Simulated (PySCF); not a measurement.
# EuCl3(NH3): how tightly the ligands are held

What does it cost to pull a ligand from EuCl3(NH3)? The structure is generated, not taken from experiment.

Method: PBE0, Eu lcecp-1-SVP with ECP52, Cl def2-SVP, N def2-SVP, H def2-SVP; scalar-relativistic core potentials, no spin–orbit coupling; program: PySCF 2.14.0.

1 further run of the same task is left out (for a known fault of the program).

## 1. The system as given

8 atoms, charge 0, spin multiplicity 1.

Bond lengths: Eu1–Cl2 2.529 Å, Eu1–Cl3 2.529 Å, Eu1–Cl4 2.529 Å, Eu1–N5 2.504 Å, N5–H6 1.023 Å, N5–H7 1.023 Å, N5–H8 1.023 Å. Angles: Cl2–Eu1–Cl3 119.4°, Cl2–Eu1–Cl4 119.4°, Cl2–Eu1–N5 94.4°, Cl3–Eu1–Cl4 119.4°, Cl3–Eu1–N5 94.4°, Cl4–Eu1–N5 94.4°, Eu1–N5–H6 112.3°, Eu1–N5–H7 112.3°, Eu1–N5–H8 112.3°, H6–N5–H7 106.5°, H6–N5–H8 106.5°, H7–N5–H8 106.5°.

Coordinates:

```
atom     x (Å)     y (Å)     z (Å)
 Eu1   0.03365  -0.03365   0.03365
 Cl2   1.17609   1.91229   1.17609
 Cl3  -1.91229  -1.17609   1.17609
 Cl4   1.17609  -1.17609  -1.91229
  N5  -1.41200   1.41200  -1.41200
  H6  -2.02200   2.02200  -0.86304
  H7  -0.86304   2.02200  -2.02200
  H8  -2.02200   0.86304  -2.02200
```

Formal oxidation states: Eu +3. Each metal's 6 4f electrons lie in its core potential, so multiplicities, spins and levels count the valence alone. An earlier session relaxed this geometry at PBE0, Eu lcecp-1-SVP with ECP52, Cl def2-SVP, N def2-SVP, H def2-SVP (singlet, point group C3v).

## 2. Cl taken off

The ligand (atom 2) keeps its formal charge and a closed shell where it can; ligand and rest are solved at the complex's geometry, in vacuum, with the settings of the relaxation.

```
   part  charge    state   energy (Eh)
complex       0  singlet  -1471.791086
 ligand      -1  singlet   -459.928134
   rest       1  singlet  -1011.538614
```

Run time: 1.7 s. Hardware: 2 threads of Arm Neoverse V1, shared host.

## 3. Rigid scan of Cl

Atom 2 moves along the line from atom 1; the distance is to the donor, the donors' midpoint or the ring centre. Each point starts from the density of the one before.

```
distance (Å)  energy from the relaxed point (eV)
        2.23                               0.747
        2.33                               0.291
        2.43                               0.064
        2.53                               0.000
        2.63                               0.050
        2.73                               0.177
        2.93                               0.571
        3.23                               1.295
        3.63                               2.240
        4.13                               3.219
```

It took 19 s on 2 threads of Arm Neoverse V1, shared host.

## 4. NH3 taken off

The ligand (atoms 5, 6, 7, 8) keeps its formal charge and a closed shell where it can; ligand and rest are solved at the complex's geometry, in vacuum, with the settings of the relaxation.

```
   part  charge    state   energy (Eh)
complex       0  singlet  -1471.791086
 ligand       0  singlet    -56.440659
   rest       0  singlet  -1415.286714
```

It took 1.1 s on 2 threads of Arm Neoverse V1, shared host.

## 5. Rigid scan of NH3

Atoms 5, 6, 7, 8 move together along the line from atom 1; the distance is to the donor, the donors' midpoint or the ring centre. Each point starts from the density of the one before.

```
distance (Å)  energy from the relaxed point (eV)
        2.20                               0.391
        2.30                               0.150
        2.40                               0.033
        2.50                               0.000
        2.60                               0.024
        2.70                               0.085
        2.90                               0.263
        3.20                               0.562
        3.60                               0.904
        4.10                               1.200
```

It took 17 s on 2 threads of Arm Neoverse V1, shared host.

## 6. Outcome

| quantity | value |
| --- | --- |
| taking off Cl | 8.83 eV |
| stiffness of the Cl contact | 11.4 eV/Å² |
| taking off NH3 | 1.73 eV |
| stiffness of the NH3 contact | 5.7 eV/Å² |

**Reading.** Taking off Cl as a fragment of charge -1 costs 8.83 eV, much of it the attraction of the two charges. Near 2.53 Å the Cl contact has a stiffness of about 11.4 eV/Å², and the energy stands 3.22 eV higher at 4.13 Å. Taking off NH3 as a fragment of charge +0 costs 1.73 eV. Near 2.50 Å the NH3 contact has a stiffness of about 5.7 eV/Å², and the energy stands 1.20 eV higher at 4.10 Å. The free anion is solved without diffuse functions, no counterpoise correction is made, and the parts aren't relaxed; each of these makes the binding look larger. These are double-zeta-type bases without diffuse functions. Spin–orbit coupling is left out.
